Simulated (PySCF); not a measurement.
# InCNClF (SMILES N#[C][In]([F])[Cl]): r2SCAN/def2-SVP (core potential)

What is the energy change on altering one bond length of InCNClF at r2SCAN/def2-SVP (core potential)? The job is set up through a Python script.

Program for the calculation: PySCF 2.14.0.

1 further run of the same task is left out (set aside as unsound or not needed).

## 1. The structure to begin with

InCNClF: 5 atoms, total charge 0, spin state singlet. SMILES: `N#[C][In]([F])[Cl]`. The shape is that of a PBE0-D4/def2-TZVP optimisation.

Bond lengths: N1–C2 1.152 Å, C2–In3 2.082 Å, In3–F4 1.924 Å, In3–Cl5 2.280 Å. Angles: N1–C2–In3 178.9°, C2–In3–F4 118.2°, C2–In3–Cl5 125.8°, F4–In3–Cl5 115.9°.

## 2. A single-point energy at r2SCAN/def2-SVP (core potential)

File input.py:

```python
from pyscf import gto, dft

mol = gto.M(
    atom='''
N     -1.392600     1.451400     1.648800
C     -0.781900     0.784400     0.934900
In     0.330400    -0.389600    -0.376400
F      0.434400    -2.280900    -0.039700
Cl     1.459700     0.361000    -2.209100
''',
    max_memory=1860,
    verbose=3,
    ecp={'In': 'def2-svp'},
    basis='def2-svp',
)

mf = dft.RKS(mol, xc='r2scan')
mf.grids.level = 5
mf.conv_tol = 1e-10
mf.kernel()
if not mf.converged:
    mf = mf.newton().run(mf.mo_coeff, mf.mo_occ)

energy = mf.e_tot
print('E(%s) = %.9f' % ('R2SCAN', energy))
```

Started as:

```
$ OMP_NUM_THREADS=1 python input.py
```

The log of the run:

```text
converged SCF energy = -842.731282047292
E(R2SCAN) = -842.731282047
```

It took 34 s on 1 thread of Intel Xeon at 2.70GHz, shared host; peak memory 0.45 GiB.

## 3. The distorted shape, same level

File geometry.xyz:

```xyz
5

N     -1.575799     1.651488     1.862957
C     -0.781900     0.784400     0.934900
In     0.330400    -0.389600    -0.376400
F      0.434400    -2.280900    -0.039700
Cl     1.459700     0.361000    -2.209100
```

File job.py:

```python
from pyscf import gto, dft

molecule = gto.Mole()
molecule.atom = 'geometry.xyz'
molecule.verbose = 3
molecule.max_memory = 1860
molecule.basis = 'def2-svp'
molecule.spin = 0
molecule.ecp = {'In': 'def2-svp'}
molecule.build()

mf = dft.RKS(molecule, xc='r2scan')
mf.conv_tol = 1e-10
mf.grids.level = 5
mf.kernel()
if not mf.converged:
    mf = mf.newton().run(mf.mo_coeff, mf.mo_occ)

e_final = mf.e_tot
print('E = %.10f Eh' % e_final)
```

Started as:

```
$ OMP_NUM_THREADS=1 python job.py
```

The log of the run:

```text
converged SCF energy = -842.605792650863
E = -842.6057926509 Eh
```

Wall time 30 s (1 thread of Intel Xeon at 2.70GHz, shared host); peak memory 0.45 GiB.

## 4. What came out

At r2SCAN/def2-SVP (core potential):

| quantity | value |
| --- | --- |
| first shape: total energy | -842.73128 Eh |
| first shape: dipole moment | 1.38 D |
| first shape: HOMO energy | -8.66 eV |
| first shape: LUMO energy | -3.27 eV |
| first shape: HOMO–LUMO gap | 5.39 eV |
| distorted shape: total energy | -842.60579 Eh |
| distorted shape: dipole moment | 1.32 D |
| distorted shape: HOMO energy | -8.08 eV |
| distorted shape: LUMO energy | -4.17 eV |
| distorted shape: HOMO–LUMO gap | 3.91 eV |
| energy change with the N1–C2 bond stretched from 1.152 to 1.498 Å | 3.415 eV |

In words: With the N1–C2 bond stretched from 1.152 to 1.498 Å the energy rises by 3.41 eV (329 kJ/mol). The first shape isn't relaxed at this level, so the change isn't measured from a minimum. Mulliken charges (distorted shape) run from -0.41 on F4 to +0.81 on In3.
